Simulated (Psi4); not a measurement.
# PBE/def2-SVP (density fitting, sweep point 5) run of CH5GaN2 (SMILES [H]/N=[C](/N)[GaH2])

We compute energy and forces of CH5GaN2. Input form: a Python script.

The results are computed with Psi4 1.11.

6 further runs of the same task are left out: 1 that didn't finish, 5 set aside as unsound or not needed.

### 1 Starting point

CH5GaN2 has 9 atoms, charge 0, and is taken as a singlet. As SMILES, `[H]/N=[C](/N)[GaH2]`. Geometry: relaxed at PBE0-D4/def2-TZVP. This is one conformer, not always the lowest.

Bond lengths: N1–C2 1.280 Å, C2–N3 1.366 Å, C2–Ga4 1.994 Å, N1–H5 1.015 Å, N3–H6 1.003 Å, N3–H7 1.010 Å, Ga4–H8 1.568 Å, Ga4–H9 1.573 Å. Angles: N1–C2–N3 119.2°, N1–C2–Ga4 122.5°, N3–C2–Ga4 118.3°, C2–N1–H5 111.3°, C2–N3–H6 120.0°, C2–N3–H7 117.2°, C2–Ga4–H8 115.4°, C2–Ga4–H9 122.0°, H6–N3–H7 117.2°, H8–Ga4–H9 122.6°.

### 2 Energy and forces at PBE/def2-SVP (density fitting, sweep point 5)

Input file run.py:

```python
import psi4

psi4.set_memory('1600 MB')
psi4.set_num_threads(1)
psi4.set_output_file('output.dat', False)

geom = psi4.geometry("""
0 1
N     -0.235900     0.505800    -1.598300
C      0.147300     0.250700    -0.403900
N      1.293000     0.827100     0.065600
Ga    -0.835500    -1.007100     0.790500
H     -1.068100    -0.023100    -1.839200
H      1.474700     0.850900     1.051500
H      1.707400     1.555900    -0.497300
H     -2.048700    -1.751300     0.133000
H     -0.434100    -1.209000     2.298100
symmetry c1
""")

psi4.set_options(dict(basis='def2-SVP', reference='rks', scf_type='df', orbital_optimizer_package='ooo'))

energy_value = psi4.gradient("pbe")
print('gradient / Eh bohr^-1')
print(energy_value.np.round(6))
```

On the command line:

```sh
$ python run.py
```

output.dat:

```text
Psi4 1.11 release

gradient() will perform analytic gradient computation.

   => Loading Basis Set <=

    Name: DEF2-SVP
    Role: ORBITAL
    Keyword: BASIS

         ---------------------------------------------------------
                                   SCF
                              RKS Reference
                        1 Threads,   1525 MiB Core
         ---------------------------------------------------------

  ==> Geometry <==

    Molecular point group: c1
    Full point group: C1

    Geometry (in Angstrom), charge = 0, multiplicity = 1:

       Center              X                  Y                   Z               Mass
    ------------   -----------------  -----------------  -----------------  -----------------
         N            0.127252106090     0.929794039325    -1.855658995319    14.003074004430
         C            0.510452106090     0.674694039325    -0.661258995319    12.000000000000
         N            1.656152106090     1.251094039325    -0.191758995319    14.003074004430
         GA          -0.472347893910    -0.583105960675     0.533141004681    68.925573500000
         H           -0.704947893910     0.400894039325    -2.096558995319     1.007825032230
         H            1.837852106090     1.274894039325     0.794141004681     1.007825032230
         H            2.070552106090     1.979894039325    -0.754658995319     1.007825032230
         H           -1.685547893910    -1.327305960675    -0.124358995319     1.007825032230
         H           -0.070947893910    -0.785005960675     2.040741004681     1.007825032230

  Running in c1 symmetry.

  Rotational constants: A =      0.34154  B =      0.09718  C =      0.07572 [cm^-1]
  Rotational constants: A =  10239.16345  B =   2913.25697  C =   2270.10702 [MHz]
  Nuclear repulsion =  237.389059361541115

  Charge       = 0
  Multiplicity = 1
  Electrons    = 56
  Nalpha       = 28
  Nbeta        = 28

  ==> Algorithm <==

  SCF Algorithm Type is DF.
  DIIS enabled.
  MOM disabled.
  Fractional occupation disabled.
  Guess Type is SAD.
  Energy threshold   = 1.00e-08
  Density threshold  = 1.00e-08
  Integral threshold = 1.00e-12

  ==> Primary Basis <==

  Basis Set: DEF2-SVP
    Blend: DEF2-SVP
    Number of shells: 45
    Number of basis functions: 99
    Number of Cartesian functions: 105
    Spherical Harmonics?: true
    Max angular momentum: 2

  ==> DFT Potential <==

   => LibXC <=

    Version 7.1.2

   => Composite Functional: PBE <=

    PBE GGA Exchange-Correlation Functional

    Deriv               =              1
    GGA                 =           TRUE
    Meta                =          FALSE

    Exchange Hybrid     =          FALSE
    MP2 Hybrid          =          FALSE

   => Exchange Functionals <=

    1.0000     XC_GGA_X_PBE

   => Correlation Functionals <=

    1.0000     XC_GGA_C_PBE

   => LibXC Density Thresholds  <==

    XC_GGA_C_PBE:  1.00E-12
    XC_GGA_X_PBE:  1.00E-15

   => Molecular Quadrature <=

    Radial Scheme          =       TREUTLER
    Pruning Scheme         =           NONE
    Nuclear Scheme         =       TREUTLER

    Blocking Scheme        =         OCTREE
    BS radius alpha        =              1
    Pruning alpha          =              1
    Radial Points          =             75
    Spherical Points       =            302
    Total Points           =         194789
    Total Blocks           =           1516
    Max Points             =            255
    Max Functions          =             97
    Weights Tolerance      =       1.00E-15

   => Loading Basis Set <=

    Name: (DEF2-SVP AUX)
    Role: JKFIT
    Keyword: DF_BASIS_SCF

  ==> Integral Setup <==

  DFHelper Memory: AOs need 0.047 GiB; user supplied 0.704 GiB.
  SCF_SUBTYPE=INCORE selected. In-core MEM_DF algorithm will be used.
  Using in-core AOs.

  ==> MemDFJK: Density-Fitted J/K Matrices <==

    J tasked:                   Yes
    K tasked:                    No
    wK tasked:                   No
    Memory [MiB]:               720
    Algorithm:                 Core
    Schwarz Cutoff:           1E-12
    Mask sparsity (%):       1.2040
    Fitting Condition:        1E-10

   => Auxiliary Basis Set <=

  Basis Set: (DEF2-SVP AUX)
    Blend: DEF2-UNIVERSAL-JKFIT
    Number of shells: 165
    Number of basis functions: 585
    Number of Cartesian functions: 746
    Spherical Harmonics?: true
    Max angular momentum: 5

  Cached 100.0% of DFT collocation blocks in 0.414 [GiB].

  Minimum eigenvalue in the overlap matrix is 3.4584736022E-03.
  Reciprocal condition number of the overlap matrix is 6.5676481137E-04.
    Using symmetric orthogonalization.

  ==> Pre-Iterations <==

  SCF Guess: Superposition of Atomic Densities via on-the-fly atomic UHF (no occupation information).

   -------------------------
    Irrep   Nso     Nmo
   -------------------------
     A         99      99
   -------------------------
    Total      99      99
   -------------------------

  ==> Iterations <==

                           Total Energy        Delta E     RMS |[F,P]|

   @DF-RKS iter SAD: -2071.29245450026337   -2.07129e+03   0.00000e+00
   @DF-RKS iter   1: -2072.44621239094977   -2.07245e+03   2.73076e-02 ODA
   @DF-RKS iter   2: -2072.74568189247657   -2.99470e-01   1.95554e-02 ADIIS+DIIS
   @DF-RKS iter   3: -2072.74568189247657    0.00000e+00   2.33906e-02 EDIIS+DIIS
   @DF-RKS iter   4: -2073.43946462244321   -6.93783e-01   1.95039e-02 EDIIS+DIIS
   @DF-RKS iter   5: -2073.64551236078205   -2.06048e-01   1.83634e-02 EDIIS+DIIS
   @DF-RKS iter   6: -2073.77168246823749   -1.26170e-01   1.72659e-02 EDIIS+DIIS
   @DF-RKS iter   7: -2073.88134817697301   -1.09666e-01   1.62420e-02 ADIIS+DIIS
   @DF-RKS iter   8: -2074.57817506639776   -6.96827e-01   3.02053e-03 ADIIS+DIIS
   @DF-RKS iter   9: -2074.59695745945692   -1.87824e-02   1.09701e-03 ADIIS+DIIS
   @DF-RKS iter  10: -2074.60174462790110   -4.78717e-03   6.13913e-04 ADIIS+DIIS
   @DF-RKS iter  11: -2074.60322667305854   -1.48205e-03   1.57119e-04 ADIIS+DIIS
   @DF-RKS iter  12: -2074.60322667305854    0.00000e+00   2.10857e-04 ADIIS+DIIS
   @DF-RKS iter  13: -2074.60335674508406   -1.30072e-04   1.92714e-05 DIIS
   @DF-RKS iter  14: -2074.60335724003016   -4.94946e-07   1.51986e-05 DIIS
   @DF-RKS iter  15: -2074.60335849886405   -1.25883e-06   1.51395e-06 DIIS
   @DF-RKS iter  16: -2074.60335850741603   -8.55198e-09   7.07915e-07 DIIS
   @DF-RKS iter  17: -2074.60335851061609   -3.20006e-09   2.22868e-07 DIIS
   @DF-RKS iter  18: -2074.60335851084847   -2.32376e-10   7.24600e-08 DIIS
   @DF-RKS iter  19: -2074.60335851085256   -4.09273e-12   3.82615e-08 DIIS
   @DF-RKS iter  20: -2074.60335851085301   -4.54747e-13   1.23769e-08 DIIS
   @DF-RKS iter  21: -2074.60335851086802   -1.50067e-11   1.18059e-08 DIIS
   @DF-RKS iter  22: -2074.60335851086802    0.00000e+00   9.13445e-10 Converged
  Energy and wave function converged.

  ==> Post-Iterations <==

   Electrons on quadrature grid:
      Ntotal   =   56.0000160126 ; deviation = 1.601e-05

    Orbital Energies [Eh]
    ---------------------

    Doubly Occupied:

       1A   -370.905949     2A    -45.326411     3A    -40.184386
       4A    -40.180010     5A    -40.179994     6A    -14.003480
       7A    -13.950629     8A     -9.941328     9A     -5.272496
      10A     -3.608322    11A     -3.595459    12A     -3.595227
      13A     -0.843551    14A     -0.756566    15A     -0.740418
      16A     -0.735190    17A     -0.734974    18A     -0.729744
      19A     -0.728517    20A     -0.529182    21A     -0.489024
      22A     -0.409621    23A     -0.395885    24A     -0.324786
      25A     -0.311971    26A     -0.272102    27A     -0.198517
      28A     -0.188780

    Virtual:

      29A     -0.098120    30A      0.012675    31A      0.017134
      32A      0.024596    33A      0.050233    34A      0.073513
      35A      0.098032    36A      0.118905    37A      0.152510
      38A      0.201342    39A      0.241474    40A      0.245470
      41A      0.305154    42A      0.329157    43A      0.350133
      44A      0.369768    45A      0.423124    46A      0.445087
      47A      0.497925    48A      0.508770    49A      0.542253
      50A      0.568261    51A      0.592705    52A      0.599119
      53A      0.645507    54A      0.714597    55A      0.717468
      56A      0.734664    57A      0.754986    58A      0.807494
      59A      0.817113    60A      0.834830    61A      0.923202
      62A      1.030398    63A      1.056419    64A      1.140349
      65A      1.312829    66A      1.335700    67A      1.354443
      68A      1.459629    69A      1.523702    70A      1.549057
      71A      1.594957    72A      1.603590    73A      1.628328
      74A      1.662011    75A      1.745874    76A      1.780699
      77A      1.804789    78A      1.846893    79A      1.883438
      80A      1.931093    81A      1.954677    82A      1.991669
      83A      2.007208    84A      2.062334    85A      2.153642
      86A      2.201466    87A      2.282558    88A      2.309464
      89A      2.413242    90A      2.423405    91A      2.535835
      92A      2.625933    93A      2.692316    94A      2.765341
      95A      2.943853    96A      3.025055    97A      3.161444
      98A      3.200978    99A      3.437745

    Final Occupation by Irrep:
              A
    DOCC [    28 ]
    NA   [    28 ]
    NB   [    28 ]

  @DF-RKS Final Energy: -2074.60335851087029

   => Energetics <=

    Nuclear Repulsion Energy =            237.3890593615411149
    One-Electron Energy =               -3358.5159690365931056
    Two-Electron Energy =                1142.1536327403800897
    DFT Exchange-Correlation Energy =     -95.6300815761982221
    Empirical Dispersion Energy =           0.0000000000000000
    VV10 Nonlocal Energy =                  0.0000000000000000
    Total Energy =                      -2074.6033585108702937

Computation Completed

Properties will be evaluated at   0.000000,   0.000000,   0.000000 [a0]

Properties computed using the SCF density matrix

 Multipole Moments:

 ------------------------------------------------------------------------------------
     Multipole            Electronic (a.u.)      Nuclear  (a.u.)        Total (a.u.)
 ------------------------------------------------------------------------------------

 L = 1.  Multiply by 2.5417464519 to convert [e a0] to [Debye]
 Dipole X            :         -4.2334503            4.4422131            0.2087628
 Dipole Y            :         -5.1914191            5.2562093            0.0647902
 Dipole Z            :          4.3610636           -3.6146752            0.7463884
 Magnitude           :                                                    0.7777374

 ------------------------------------------------------------------------------------

	total time  =         15 seconds =       0.25 minutes

         ------------------------------------------------------------
                                   SCF GRAD
         ------------------------------------------------------------

  ==> Geometry <==

    Molecular point group: c1
    Full point group: C1

    Geometry (in Angstrom), charge = 0, multiplicity = 1:

       Center              X                  Y                   Z               Mass
    ------------   -----------------  -----------------  -----------------  -----------------
         N            0.127252106090     0.929794039325    -1.855658995319    14.003074004430
         C            0.510452106090     0.674694039325    -0.661258995319    12.000000000000
         N            1.656152106090     1.251094039325    -0.191758995319    14.003074004430
         GA          -0.472347893910    -0.583105960675     0.533141004681    68.925573500000
         H           -0.704947893910     0.400894039325    -2.096558995319     1.007825032230
         H            1.837852106090     1.274894039325     0.794141004681     1.007825032230
         H            2.070552106090     1.979894039325    -0.754658995319     1.007825032230
         H           -1.685547893910    -1.327305960675    -0.124358995319     1.007825032230
         H           -0.070947893910    -0.785005960675     2.040741004681     1.007825032230

  Nuclear repulsion =  237.389059361541115

  ==> Basis Set <==

  Basis Set: DEF2-SVP
    Blend: DEF2-SVP
    Number of shells: 45
    Number of basis functions: 99
    Number of Cartesian functions: 105
    Spherical Harmonics?: true
    Max angular momentum: 2

  ==> DFJKGrad: Density-Fitted SCF Gradients <==

    Gradient:                    1
    J tasked:                  Yes
    K tasked:                   No
    wK tasked:                  No
    Integrals threads:           1
    Memory [MiB]:             1144
    Schwarz Cutoff:          1E-12
    Fitting Condition:       1E-10

   => Auxiliary Basis Set <=

  Basis Set: (DEF2-SVP AUX)
    Blend: DEF2-UNIVERSAL-JKFIT
    Number of shells: 165
    Number of basis functions: 585
    Number of Cartesian functions: 746
    Spherical Harmonics?: true
    Max angular momentum: 5

  ==> DFT Potential <==

   => LibXC <=

    Version 7.1.2

   => Composite Functional: PBE <=

    PBE GGA Exchange-Correlation Functional

    Deriv               =              1
    GGA                 =           TRUE
    Meta                =          FALSE

    Exchange Hybrid     =          FALSE
    MP2 Hybrid          =          FALSE

   => Exchange Functionals <=

    1.0000     XC_GGA_X_PBE

   => Correlation Functionals <=

    1.0000     XC_GGA_C_PBE

   => LibXC Density Thresholds  <==

    XC_GGA_C_PBE:  1.00E-12
    XC_GGA_X_PBE:  1.00E-15

   => Molecular Quadrature <=

    Radial Scheme          =       TREUTLER
    Pruning Scheme         =           NONE
    Nuclear Scheme         =       TREUTLER

    Blocking Scheme        =         OCTREE
    BS radius alpha        =              1
    Pruning alpha          =              1
    Radial Points          =             75
    Spherical Points       =            302
    Total Points           =         194789
    Total Blocks           =           1516
    Max Points             =            255
    Max Functions          =             97
    Weights Tolerance      =       1.00E-15

  -Total Gradient:
     Atom            X                  Y                   Z
    ------   -----------------  -----------------  -----------------
       1       -0.000720729201    -0.010035254416     0.019151535165
       2       -0.001060338572     0.005099512512    -0.012741549470
       3       -0.000708423432     0.005679138951    -0.001021388860
       4       -0.001541799019    -0.000477845863    -0.000155023862
       5        0.010029346961     0.006338433486     0.003506184611
       6       -0.003024624077    -0.000302792377    -0.013245164848
       7       -0.005700719201    -0.009218345530     0.007602445666
       8        0.003087966079     0.001853442317     0.001437581805
       9       -0.000348439786     0.001041606042    -0.004506525423

	total time  =          2 seconds =       0.03 minutes
```

The script printed:

```text
gradient / Eh bohr^-1
[[-0.000721 -0.010035  0.019152]
 [-0.00106   0.0051   -0.012742]
 [-0.000708  0.005679 -0.001021]
 [-0.001542 -0.000478 -0.000155]
 [ 0.010029  0.006338  0.003506]
 [-0.003025 -0.000303 -0.013245]
 [-0.005701 -0.009218  0.007602]
 [ 0.003088  0.001853  0.001438]
 [-0.000348  0.001042 -0.004507]]
```

Run time: 19 s. Hardware: 1 thread of Intel Xeon Platinum 8223CL at 3.00GHz (Skylake/Cascade Lake), shared host; peak memory 0.69 GiB.

### 3 Summary of results

At PBE/def2-SVP (density fitting, sweep point 5):

| quantity | value |
| --- | --- |
| total energy | -2074.60336 Eh |
| dipole moment | 1.98 D |
| HOMO energy | -5.14 eV |
| LUMO energy | -2.67 eV |
| HOMO–LUMO gap | 2.47 eV |
| largest force on an atom | 1.112 eV/Å |

What this shows: The largest force is 1.11 eV/Å: the shape isn't a stationary point for this species at this level.
